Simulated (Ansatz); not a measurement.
# FeSi16: the cost of one run

Program: Ansatz 0.2.0. Level of theory: DFT PBEsol, scalar-relativistic, plane waves, PAW. These are calculated values, not measurements.

**1. The starting structure**

It takes space group P1 (No. 1, triclinic). Conventional cell: a = 7.679 Å, b = 7.679 Å, c = 7.679 Å, α = 60.00°, β = 60.00°, γ = 60.00°. Around Si (site symmetry 1) lie 4 Si at 2.35 Å and 1 Fe at 2.38 Å. Si (site symmetry 1) has 4 Si at 2.35 Å in its first shell of neighbours. Around Si (site symmetry 1) lie 4 Si at 2.35 Å and 1 Fe at 2.36 Å. Si (site symmetry 1) is surrounded by 4 Si at 2.35 Å and 1 Fe at 2.75 Å. Si (site symmetry 1) has 1 Fe at 2.30 Å and 4 Si at 2.35 Å in its first shell of neighbours. Si (site symmetry 1) is surrounded by 4 Si at 2.35 Å and 1 Fe at 2.70 Å. Si (site symmetry 1) has 4 Si at 2.35 Å and 1 Fe at 2.67 Å in its first shell of neighbours. Only part of the 17 independent sites is listed.

As a file:

```cif
data_structure
_symmetry_space_group_name_H-M 'P 1'
_symmetry_Int_Tables_number 1
_cell_length_a 7.6792
_cell_length_b 7.6792
_cell_length_c 7.6792
_cell_angle_alpha 60.000
_cell_angle_beta 60.000
_cell_angle_gamma 60.000
_cell_volume 320.21
loop_
_atom_site_label
_atom_site_type_symbol
_atom_site_fract_x
_atom_site_fract_y
_atom_site_fract_z
_atom_site_occupancy
Si1 Si 0.00000 0.00000 0.00000 1
Si2 Si 0.12500 0.12500 0.12500 1
Si3 Si 0.00000 0.00000 0.50000 1
Si4 Si 0.12500 0.12500 0.62500 1
Si5 Si 0.00000 0.50000 0.00000 1
Si6 Si 0.12500 0.62500 0.12500 1
Si7 Si 0.00000 0.50000 0.50000 1
Si8 Si 0.12500 0.62500 0.62500 1
Si9 Si 0.50000 0.00000 0.00000 1
Si10 Si 0.62500 0.12500 0.12500 1
Si11 Si 0.50000 0.00000 0.50000 1
Si12 Si 0.62500 0.12500 0.62500 1
Si13 Si 0.50000 0.50000 0.00000 1
Si14 Si 0.62500 0.62500 0.12500 1
Si15 Si 0.50000 0.50000 0.50000 1
Si16 Si 0.62500 0.62500 0.62500 1
Fe1 Fe 0.87810 0.86610 0.87567 1
```

**2. End point A relaxed**

Contents of input.yaml:

```yaml
crystal:
  lattice:
    - [0.0, 5.43, 5.43]
    - [5.43, 0.0, 5.43]
    - [5.43, 5.43, 0.0]
  atoms:
    - { symbol: Si, position: [0.0, 0.0, 0.0] }
    - { symbol: Si, position: [0.125, 0.125, 0.125] }
    - { symbol: Si, position: [0.0, 0.0, 0.5] }
    - { symbol: Si, position: [0.125, 0.125, 0.625] }
    - { symbol: Si, position: [0.0, 0.5, 0.0] }
    - { symbol: Si, position: [0.125, 0.625, 0.125] }
    - { symbol: Si, position: [0.0, 0.5, 0.5] }
    - { symbol: Si, position: [0.125, 0.625, 0.625] }
    - { symbol: Si, position: [0.5, 0.0, 0.0] }
    - { symbol: Si, position: [0.625, 0.125, 0.125] }
    - { symbol: Si, position: [0.5, 0.0, 0.5] }
    - { symbol: Si, position: [0.625, 0.125, 0.625] }
    - { symbol: Si, position: [0.5, 0.5, 0.0] }
    - { symbol: Si, position: [0.625, 0.625, 0.125] }
    - { symbol: Si, position: [0.5, 0.5, 0.5] }
    - { symbol: Si, position: [0.625, 0.625, 0.625] }
    - { symbol: Fe, position: [0.8781026, 0.8661036, 0.8756668], spin: 2.5 }
magnetization:
  spin_polarized: true
basis:
  ecutwfc: 420.0
kpoints:
  mp_grid: { grid: [2, 2, 2] }
hamiltonian:
  xc: pbesol
  pseudopotentials: { kind: paw, azcp: { folder: soft_1 } }
scf:
  occupations: { method: gaussian, width: 0.05 }
  lower_state_search: "off"
relax:
  f_tol: 0.03
  max_steps: 60
  adjacent_minimum: "off"
output:
  write_density: true
  write_potential: true
  elf: true
  volumetric_format: npy
```

Started as:

```
> ansatz run input.yaml --threads 2 --pin off --max-ram 5120MiB --backend cpu --events-out ev --progress --plain --runs-dir out
```

**Question.** How long does this run take on 2 threads of Arm Neoverse V2, shared host, and how much memory does it need?

About 84 s, with a peak of 0.76 GiB.
